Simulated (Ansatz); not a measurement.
# GeH₂O + NH₃: a complex and its separated parts, part 2 of 2

Ansatz 0.2.0, Gaussian basis.

**13. CAM-B3LYP-D4/def2-TZVPP**

The inputs:

parta/in.yaml

```yaml
crystal:
  periodic: [false, false, false]
  atoms:
    - {symbol: Ge, position_ang: [-1.257955, 0.149691, 0.055138]}
    - {symbol: O, position_ang: [-1.399911, -0.754973, -1.295928]}
    - {symbol: H, position_ang: [-1.089386, 1.681975, 0.037325]}
    - {symbol: H, position_ang: [-1.278807, -0.441194, 1.478882]}
basis:
  gaussian: {orbitals: def2-TZVPP}
hamiltonian: {xc: {name: CAM-B3LYP}, dispersion: d4}
```

partb/in.yaml

```yaml
crystal:
  periodic: [false, false, false]
  atoms:
    - {symbol: N, position_ang: [0.988909, -0.093991, -0.008520]}
    - {symbol: H, position_ang: [1.058393, -0.665746, -0.841282]}
    - {symbol: H, position_ang: [1.429464, -0.609627, 0.743383]}
    - {symbol: H, position_ang: [1.549291, 0.733966, -0.169099]}
basis:
  gaussian: {orbitals: def2-TZVPP}
hamiltonian: {xc: {name: CAM-B3LYP}, dispersion: d4}
```

The same command starts each run, in its folder.

Launch:

```console
$ ansatz run in.yaml --threads 4 --pin off --events-out ev --progress --plain --max-ram 9574MiB
```

Output in parta (excerpt; [...] marks lines left out):

```text
Functional definition: CAM-B3LYP
  name "CAM-B3LYP"
  cite "Yanai, Tew & Handy, Chem. Phys. Lett. 393, 51 (2004) doi:10.1016/j.cplett.2004.06.011"
  cite "Iikura, Tsuneda, Yanai & Hirao, J. Chem. Phys. 115, 3540 (2001) doi:10.1063/1.1383587"
  cite "Becke, Phys. Rev. A 38, 3098 (1988) doi:10.1103/PhysRevA.38.3098"
  cite "Lee, Yang & Parr, Phys. Rev. B 37, 785 (1988) doi:10.1103/PhysRevB.37.785"
[...]
  # Exact exchange under (alpha + beta erf(omega r))/r, Becke's under what is left of 1/r.
[...]
658 factors; their error is unknown
153 factors; integrals over basis functions are off by at most 1.9e-5 eV
[...]
mean field -58599.97806010 eV, -2153.5094732170 hartree, gradient 1.1e-5 eV, S^2 0.000000; 0 other end points of the search recorded, 0 dependent functions left out
reference -58599.97815475 eV, -2153.5094766953 hartree; 21, 21 occupied and 86, 86 virtual orbitals, 658 factors
Total energy: -58600.01576706 eV, -2153.5108589221 hartree
```

Log of partb (excerpt; [...] marks lines left out):

```text
[... 6 set-up lines as earlier in the session ...]
[...]
  # Exact exchange under (alpha + beta erf(omega r))/r, Becke's under what is left of 1/r.
[...]
332 factors; their error is unknown
102 factors; integrals over basis functions are off by at most 1.4e-5 eV
[...]
mean field -1539.00931064 eV, -56.5575489879 hartree, gradient 6.3e-5 eV, S^2 0.000000; 0 other end points of the search recorded, 0 dependent functions left out
reference -1539.00937872 eV, -56.5575514900 hartree; 5, 5 occupied and 68, 68 virtual orbitals, 332 factors
Total energy: -1539.01810366 eV, -56.5578721256 hartree
```

Times: 0.65 s (parta), 0.25 s (partb) on 4 threads of Arm Neoverse V1, shared host.

**14. wB97X-V/def2-TZVPP**

The same edit goes into each in.yaml of step 13 (parta, partb):

```diff
-hamiltonian: {xc: {name: CAM-B3LYP}, dispersion: d4}
+hamiltonian: {xc: {name: wB97X-V}}
```

The same command starts each run, in its folder.

Launch:

```console
$ ansatz run in.yaml --threads 4 --pin off --events-out ev --progress --plain --max-ram 9574MiB
```

Log of parta (excerpt; [...] marks lines left out):

```text
Functional definition: wB97X-V
  name "wB97X-V"
  cite "Mardirossian & Head-Gordon, Phys. Chem. Chem. Phys. 16, 9904 (2014) doi:10.1039/C3CP54374A"
[... 2 set-up lines as earlier in the session ...]
[...]
      + integral(e_c_pw_opposite_spin*poly(b97_u_opposite, cos0, cos1)) + vv10(b, c)
658 factors; their error is unknown
133 factors; integrals over basis functions are off by at most 3.5e-5 eV
[...]
mean field -58591.37990554 eV, -2153.1934968649 hartree, gradient 5.3e-5 eV, S^2 0.000000; 0 other end points of the search recorded, 0 dependent functions left out
reference -58591.37990417 eV, -2153.1934968147 hartree; 21, 21 occupied and 86, 86 virtual orbitals, 658 factors
Total energy: -58591.37990417 eV, -2153.1934968147 hartree
```

Output in partb (excerpt; [...] marks lines left out):

```text
[... 5 set-up lines as earlier in the session ...]
[...]
      + integral(e_c_pw_opposite_spin*poly(b97_u_opposite, cos0, cos1)) + vv10(b, c)
332 factors; their error is unknown
93 factors; integrals over basis functions are off by at most 8.0e-6 eV
[...]
mean field -1539.14323432 eV, -56.5624705925 hartree, gradient 1.3e-5 eV, S^2 0.000000; 0 other end points of the search recorded, 0 dependent functions left out
reference -1539.14323322 eV, -56.5624705521 hartree; 5, 5 occupied and 68, 68 virtual orbitals, 332 factors
Total energy: -1539.14323322 eV, -56.5624705521 hartree
```

Times: 1.4 s (parta), 0.5 s (partb) on 4 threads of Arm Neoverse V1, shared host.

**15. wB97M-V/def2-TZVPP**

Each input of step 14 (parta, partb) changes in the same lines:

```diff
-hamiltonian: {xc: {name: wB97X-V}}
+hamiltonian: {xc: {name: wB97M-V}}
```

The same command starts each run, in its folder.

Launch:

```console
$ ansatz run in.yaml --threads 4 --pin off --events-out ev --progress --plain --max-ram 9574MiB
```

Output in parta (excerpt; [...] marks lines left out):

```text
Functional definition: wB97M-V
  name "wB97M-V"
  cite "Mardirossian & Head-Gordon, J. Chem. Phys. 144, 214110 (2016) doi:10.1063/1.4952647"
[... 2 set-up lines as earlier in the session ...]
  # Of w^i u^j: cxij and so on, Table III.
[...]
  gx(w, u) = 1 - cx + cx01*u + cx10*w
[...]
      + integral(e_c_pw_mod_opposite_spin*gos(b97_w_opposite, b97_u_opposite)) + vv10(b, c)
655 factors; their error is unknown
133 factors; integrals over basis functions are off by at most 3.5e-5 eV
[...]
mean field -58593.46087971 eV, -2153.2699712551 hartree, gradient 5.9e-5 eV, S^2 0.000000; 0 other end points of the search recorded, 0 dependent functions left out
reference -58593.46091281 eV, -2153.2699724714 hartree; 21, 21 occupied and 86, 86 virtual orbitals, 655 factors
Total energy: -58593.46091281 eV, -2153.2699724714 hartree
```

Output in partb (excerpt; [...] marks lines left out):

```text
[... 5 set-up lines as earlier in the session ...]
  # Of w^i u^j: cxij and so on, Table III.
[...]
  gx(w, u) = 1 - cx + cx01*u + cx10*w
[...]
      + integral(e_c_pw_mod_opposite_spin*gos(b97_w_opposite, b97_u_opposite)) + vv10(b, c)
332 factors; their error is unknown
93 factors; integrals over basis functions are off by at most 8.0e-6 eV
[...]
mean field -1538.84211517 eV, -56.5514046679 hartree, gradient 5.4e-5 eV, S^2 0.000000; 0 other end points of the search recorded, 0 dependent functions left out
reference -1538.84214204 eV, -56.5514056555 hartree; 5, 5 occupied and 68, 68 virtual orbitals, 332 factors
Total energy: -1538.84214204 eV, -56.5514056555 hartree
```

Times: 1.7 s (parta), 0.5 s (partb) on 4 threads of Arm Neoverse V1, shared host.

**16. B2PLYP/def2-TZVPP**

The same edit goes into each in.yaml of step 15 (parta, partb):

```diff
-hamiltonian: {xc: {name: wB97M-V}}
+hamiltonian: {xc: {name: B2PLYP}}
```

One command serves all of them, each in its own folder.

Launch:

```console
$ ansatz run in.yaml --threads 4 --pin off --events-out ev --progress --plain --max-ram 9574MiB
```

Output in parta (excerpt; [...] marks lines left out):

```text
Functional definition: B2PLYP
  name "B2PLYP"
  cite "Grimme, J. Chem. Phys. 124, 034108 (2006) doi:10.1063/1.2148954"
[... 2 set-up lines as earlier in the session ...]
[...]
673 factors; integrals over basis functions are off by at most 1.3e-3 eV
[...]
mean field -58581.57599155 eV, -2152.8332096713 hartree, gradient 3.1e-6 eV, S^2 0.000000; 0 other end points of the search recorded, 0 dependent functions left out
10 core orbitals not correlated: weight in the atoms' cores, before any rotation towards them, 1.000 or more for the frozen orbitals, at most 0.000 for the correlated occupied ones
reference -58581.57611611 eV, -2152.8332142486 hartree; 11, 11 occupied and 86, 86 virtual orbitals, 673 factors
second order -17.09338881 eV of doubles, -0.00000000 eV of singles
Total energy: -58586.19133109 eV, -2153.0028202708 hartree
```

Output in partb (excerpt; [...] marks lines left out):

```text
[... 5 set-up lines as earlier in the session ...]
[...]
416 factors; integrals over basis functions are off by at most 1.3e-3 eV
[...]
mean field -1536.38012482 eV, -56.4609281911 hartree, gradient 8.5e-6 eV, S^2 0.000000; 0 other end points of the search recorded, 0 dependent functions left out
1 core orbitals not correlated: weight in the atoms' cores, before any rotation towards them, 1.000 or more for the frozen orbitals, at most 0.000 for the correlated occupied ones
reference -1536.38021504 eV, -56.4609315067 hartree; 4, 4 occupied and 68, 68 virtual orbitals, 416 factors
second order -7.62105301 eV of doubles, -0.00000000 eV of singles
Total energy: -1538.43789935 eV, -56.5365500105 hartree
```

Wall times: 0.95 s (parta), 0.3 s (partb) on 4 threads of Arm Neoverse V1, shared host.

**17. PBE-QIDH/def2-TZVPP**

Each input of step 16 (parta, partb) changes in the same lines:

```diff
-hamiltonian: {xc: {name: B2PLYP}}
+hamiltonian: {xc: {name: PBE-QIDH}}
```

One command serves all of them, each in its own folder.

Launch:

```console
$ ansatz run in.yaml --threads 4 --pin off --events-out ev --progress --plain --max-ram 9574MiB
```

Output in parta (excerpt; [...] marks lines left out):

```text
Functional definition: PBE-QIDH
  name "PBE-QIDH"
  cite "Brémond, Sancho-García, Pérez-Jiménez & Adamo, J. Chem. Phys. 141, 031101 (2014) doi:10.1063/1.4890314"
[... 1 set-up line as earlier in the session ...]
[...]
673 factors; integrals over basis functions are off by at most 1.3e-3 eV
[...]
mean field -58573.54143150 eV, -2152.5379450351 hartree, gradient 2.8e-6 eV, S^2 0.000000; 0 other end points of the search recorded, 0 dependent functions left out
10 core orbitals not correlated: weight in the atoms' cores, before any rotation towards them, 1.000 or more for the frozen orbitals, at most 0.000 for the correlated occupied ones
reference -58573.54144050 eV, -2152.5379453659 hartree; 11, 11 occupied and 86, 86 virtual orbitals, 673 factors
second order -15.62626700 eV of doubles, -0.00000000 eV of singles
Total energy: -58578.75019617 eV, -2152.7293636061 hartree
```

Log of partb (excerpt; [...] marks lines left out):

```text
[... 4 set-up lines as earlier in the session ...]
[...]
416 factors; integrals over basis functions are off by at most 1.3e-3 eV
[...]
mean field -1535.33272092 eV, -56.4224368078 hartree, gradient 2.2e-6 eV, S^2 0.000000; 0 other end points of the search recorded, 0 dependent functions left out
1 core orbitals not correlated: weight in the atoms' cores, before any rotation towards them, 1.000 or more for the frozen orbitals, at most 0.000 for the correlated occupied ones
reference -1535.33272768 eV, -56.4224370564 hartree; 4, 4 occupied and 68, 68 virtual orbitals, 416 factors
second order -7.10231839 eV of doubles, -0.00000000 eV of singles
Total energy: -1537.70016715 eV, -56.5094388520 hartree
```

Wall times: 1 s (parta), 0.3 s (partb) on 4 threads of Arm Neoverse V1, shared host.

**18. RPA on PBE/def2-TZVPP**

Each input of step 17 (parta, partb) changes in the same lines:

```diff
-hamiltonian: {xc: {name: PBE-QIDH}}
+hamiltonian: {xc: pbe}
+correlation: {method: rpa}
```

One command serves all of them, each in its own folder.

Launch:

```console
$ ansatz run in.yaml --threads 4 --pin off --events-out ev --progress --plain --max-ram 9574MiB
```

Output in parta (excerpt; [...] marks lines left out):

```text
[... 4 set-up lines as earlier in the session ...]
[...]
673 factors; integrals over basis functions are off by at most 1.3e-3 eV
[...]
mean field -58586.78086291 eV, -2153.0244851655 hartree, gradient 6.3e-6 eV, S^2 0.000000; 0 other end points of the search recorded, 0 dependent functions left out
10 core orbitals not correlated: weight in the atoms' cores, before any rotation towards them, 1.000 or more for the frozen orbitals, at most 0.000 for the correlated occupied ones
reference -58540.39650704 eV, -2151.3198915279 hartree; 11, 11 occupied and 86, 86 virtual orbitals, 673 factors
Total energy: -58561.43271507 eV, -2152.0929579142 hartree
```

partb printed (excerpt; [...] marks lines left out):

```text
[... 4 set-up lines as earlier in the session ...]
[...]
416 factors; integrals over basis functions are off by at most 1.3e-3 eV
[...]
mean field -1537.73151893 eV, -56.5105910089 hartree, gradient 7.3e-6 eV, S^2 0.000000; 0 other end points of the search recorded, 0 dependent functions left out
1 core orbitals not correlated: weight in the atoms' cores, before any rotation towards them, 1.000 or more for the frozen orbitals, at most 0.000 for the correlated occupied ones
reference -1529.64066912 eV, -56.2132577625 hartree; 4, 4 occupied and 68, 68 virtual orbitals, 416 factors
Total energy: -1540.11757528 eV, -56.5982769625 hartree
```

They took 0.9 s (parta), 0.3 s (partb) on 4 threads of Arm Neoverse V1, shared host.

**19. CCSD(T)/def2-TZVPP**

Each input of step 18 (parta, partb) changes in the same lines:

```diff
-hamiltonian: {xc: pbe}
-correlation: {method: rpa}
+correlation: {method: ccsd_t}
```

Each run has its own folder and the same command.

Launch:

```console
$ ansatz run in.yaml --threads 4 --pin off --events-out ev --progress --plain --max-ram 9574MiB
```

Log of parta (excerpt; [...] marks lines left out):

```text
Functional definition: HF
  name "HF"
  cite "Fock, Z. Phys. 61, 126 (1930) doi:10.1007/BF01340294"
[... 1 set-up line as earlier in the session ...]
[...]
673 factors; integrals over basis functions are off by at most 1.3e-3 eV
[...]
mean field -58541.68478184 eV, -2151.3672347534 hartree, gradient 3.5e-6 eV, S^2 0.000000; 1 other end points of the search recorded, 0 dependent functions left out
10 core orbitals not correlated: weight in the atoms' cores, before any rotation towards them, 1.000 or more for the frozen orbitals, at most 0.000 for the correlated occupied ones
reference -58541.68478184 eV, -2151.3672347534 hartree; 11, 11 occupied and 86, 86 virtual orbitals, 673 factors
second order -13.67967528 eV of doubles, -0.00000000 eV of singles
cycle   1  -12.93896555 eV  change    7.4e-1 eV  update   1.5e-1
[...]
cycle  11  -13.63173852 eV  change    1.4e-5 eV  update   8.1e-6
perturbative correction -0.61268558 eV, -0.0225157797 hartree
Total energy: -58555.92920593 eV, -2151.8907076837 hartree
```

Output in partb (excerpt; [...] marks lines left out):

```text
[... 4 set-up lines as earlier in the session ...]
[...]
416 factors; integrals over basis functions are off by at most 1.3e-3 eV
[...]
mean field -1529.85251071 eV, -56.2210427973 hartree, gradient 4.0e-6 eV, S^2 0.000000; 0 other end points of the search recorded, 0 dependent functions left out
1 core orbitals not correlated: weight in the atoms' cores, before any rotation towards them, 1.000 or more for the frozen orbitals, at most 0.000 for the correlated occupied ones
reference -1529.85251071 eV, -56.2210427973 hartree; 4, 4 occupied and 68, 68 virtual orbitals, 416 factors
second order -6.38829877 eV of doubles, -0.00000000 eV of singles
cycle   1  -6.57735434 eV  change   -1.9e-1 eV  update   3.9e-2
[...]
cycle   9  -6.72924790 eV  change    3.4e-6 eV  update   2.3e-6
perturbative correction -0.20702222 eV, -0.0076079261 hartree
Total energy: -1536.78878083 eV, -56.4759460226 hartree
```

Times: 1.9 s (parta), 0.3 s (partb) on 4 threads of Arm Neoverse V1, shared host.

**20. Vibrations of GeH₂O**

vib-parta/in.yaml reads:

```yaml
crystal:
  periodic: [false, false, false]
  atoms:
    - {symbol: Ge, position_ang: [-1.257955, 0.149691, 0.055138]}
    - {symbol: O, position_ang: [-1.399911, -0.754973, -1.295928]}
    - {symbol: H, position_ang: [-1.089386, 1.681975, 0.037325]}
    - {symbol: H, position_ang: [-1.278807, -0.441194, 1.478882]}
basis:
  gaussian: {orbitals: def2-TZVP}
hamiltonian: {xc: pbe0, dispersion: d4}
phonons: {temperatures: {t_min: 298.15, t_max: 900, t_step: 200}}
```

Launch:

```console
$ ansatz run in.yaml --threads 4 --pin off --events-out ev --progress --plain --max-ram 9574MiB
```

The program printed (excerpt; [...] marks lines left out):

```text
[... 5 set-up lines as earlier in the session ...]
[...]
640 factors; their error is unknown
[...]
mean field -58587.93864003 eV, -2153.0670326900 hartree, gradient 5.4e-5 eV, S^2 0.000000; 0 other end points of the search recorded, 0 dependent functions left out
[...]
Atom 1 at    -1.399911    -0.754973    -1.295928 Å, force     0.000025     0.000162     0.000242 eV/Å
Atom 2 at    -1.089386     1.681975     0.037325 Å, force    -0.000078    -0.000566    -0.000484 eV/Å
Atom 3 at    -1.278807    -0.441194     1.478882 Å, force    -0.000048    -0.000234    -0.000710 eV/Å
Dipole moment:     0.070935     0.452062     0.675132 e Å
Vibrations: 580.24 599.88 880.96 999.73 2125.17 2128.42 cm⁻¹, zero-point energy 0.453435 eV
```

Wall time 3.5 s (4 threads of Arm Neoverse V1, shared host).

The modes, with what each moves most:

```csv
mode,wavenumber (cm⁻¹),character
1,580,bend
2,600,out-of-plane bend
3,881,bend
4,1000,Ge–O stretch
5,2125,Ge–H stretch
6,2128,Ge–H stretch
```

Vibrational sums (real modes only):

```
T (K)  entropy (J/mol/K)  heat capacity (J/mol/K)
  298                4.9                     12.7
  498               14.3                     23.8
  698               23.5                     31.1
  898               32.0                     36.1
```

**21. Vibrations of NH₃**

vib-partb/in.yaml reads:

```yaml
crystal:
  periodic: [false, false, false]
  atoms:
    - {symbol: N, position_ang: [0.988909, -0.093991, -0.008520]}
    - {symbol: H, position_ang: [1.058393, -0.665746, -0.841282]}
    - {symbol: H, position_ang: [1.429464, -0.609627, 0.743383]}
    - {symbol: H, position_ang: [1.549291, 0.733966, -0.169099]}
basis:
  gaussian: {orbitals: def2-TZVP}
hamiltonian: {xc: pbe0, dispersion: d4}
phonons: {temperatures: {t_min: 298.15, t_max: 900, t_step: 200}}
```

Launch:

```console
$ ansatz run in.yaml --threads 4 --pin off --events-out ev --progress --plain --max-ram 9574MiB
```

The program printed (excerpt; [...] marks lines left out):

```text
[... 5 set-up lines as earlier in the session ...]
[...]
287 factors; their error is unknown
[...]
mean field -1537.79931131 eV, -56.5130823327 hartree, gradient 1.7e-5 eV, S^2 0.000000; 0 other end points of the search recorded, 0 dependent functions left out
[...]
Atom 1 at     1.058393    -0.665746    -0.841282 Å, force    -0.000336    -0.001139    -0.001721 eV/Å
Atom 2 at     1.429464    -0.609627     0.743383 Å, force    -0.000362     0.000331     0.000054 eV/Å
Atom 3 at     1.549291     0.733966    -0.169099 Å, force    -0.000394    -0.000025     0.000297 eV/Å
Dipole moment:     0.334819    -0.081155    -0.075528 e Å
Vibrations: 1031.25 1669.55 1669.58 3502.36 3631.21 3631.63 cm⁻¹, zero-point energy 0.938287 eV
```

Wall time 1.5 s (4 threads of Arm Neoverse V1, shared host).

Wavenumbers and character of the modes:

| mode | wavenumber (cm⁻¹) | character |
| --- | --- | --- |
| 1 | 1031 | bend |
| 2 | 1670 | bend |
| 3 | 1670 | bend |
| 4 | 3502 | N–H stretch |
| 5 | 3631 | N–H stretch |
| 6 | 3632 | N–H stretch |

Vibrational sums (real modes only):

```
T (K)  entropy (J/mol/K)  heat capacity (J/mol/K)
  298                0.4                      1.8
  498                2.6                      7.4
  698                6.0                     13.4
  898               10.0                     18.8
```

**22. Complex less separated parts**

The complex's own energies come from single points at the same levels.

Rows are in def2-TZVPP; times add the 3 runs of a level on a shared host, so small differences are noise.

Differences are taken before rounding.

| method | rung | complex less parts (eV) | from CCSD(T) (eV) | time |
| --- | --- | --- | --- | --- |
| SPW92 | LDA | -1.268 | -0.328 | 1.1 s |
| PBE-D4 | GGA | -0.972 | -0.031 | 1.7 s |
| BLYP-D4 | GGA | -0.846 | +0.094 | 1.8 s |
| r2SCAN-D4 | meta-GGA | -1.051 | -0.110 | 4 s |
| B97M-V | meta-GGA | -0.982 | -0.041 | 6.9 s |
| PBE0-D4 | hybrid | -1.066 | -0.126 | 2.2 s |
| B3LYP-D4 | hybrid | -0.945 | -0.004 | 2.2 s |
| r2SCAN0-D4 | hybrid | -1.119 | -0.179 | 4.2 s |
| BHLYP-D4 | hybrid | -1.070 | -0.130 | 2.4 s |
| CAM-B3LYP-D4 | range-separated hybrid | -1.015 | -0.075 | 2.6 s |
| wB97X-V | range-separated hybrid | -1.043 | -0.103 | 5.9 s |
| wB97M-V | range-separated hybrid | -1.022 | -0.082 | 6.9 s |
| B2PLYP | double hybrid | -0.877 | +0.063 | 3.9 s |
| PBE-QIDH | double hybrid | -1.063 | -0.123 | 4.1 s |
| RPA on PBE | RPA | -0.817 | +0.123 | 4.1 s |
| Hartree-Fock | wavefunction | -0.970 | -0.030 |  |
| MP2 | wavefunction | -0.955 | -0.015 |  |
| CCSD | wavefunction | -0.963 | -0.023 |  |
| CCSD(T) | wavefunction | -0.940 | 0 | 40 s |

Among the levels timed on like hardware and quicker than the yardstick, those that no quicker one beats, quickest first: SPW92 (1.1 s, -0.328 eV); PBE-D4 (1.7 s, -0.031 eV); B3LYP-D4 (2.2 s, -0.004 eV).

B3LYP-D4 reaches 0.004 eV from the reference in 2.2 s, where CCSD(T) took 40 s; the quickest level in the cost chart, SPW92, takes 1.1 s and misses by 0.328 eV.

The complex's zero-point energy, from a separate PBE0-D4 run, is 1.536 eV.

**23. What came out**

This closing draws on all 2 parts.

```
                              quantity      value
complex less parts, CCSD(T)/def2-TZVPP  -0.940 eV
                with zero-point energy  -0.796 eV
                 largest T1 diagnostic      0.022
```

**Reading.** At CCSD(T) the complex lies 0.940 eV below its parts. B3LYP-D4 is the best functional here (-0.004 eV from CCSD(T)); SPW92 is the worst (-0.328 eV). Mean unsigned error by rung: LDA 0.328, GGA 0.063, meta-GGA 0.076, hybrid 0.110, range-separated hybrid 0.087, double hybrid 0.093 eV. The double hybrids carry no dispersion term here, unlike the levels marked D4 or V. PBE-D4 gives a relative energy 0.031 eV too low, inside chemical accuracy (1 kcal/mol, 0.043 eV). No counterpoise was applied, and triple zeta lacks some correlation, so the CCSD(T) reference has a basis error of its own, and close matches with it are partly luck.
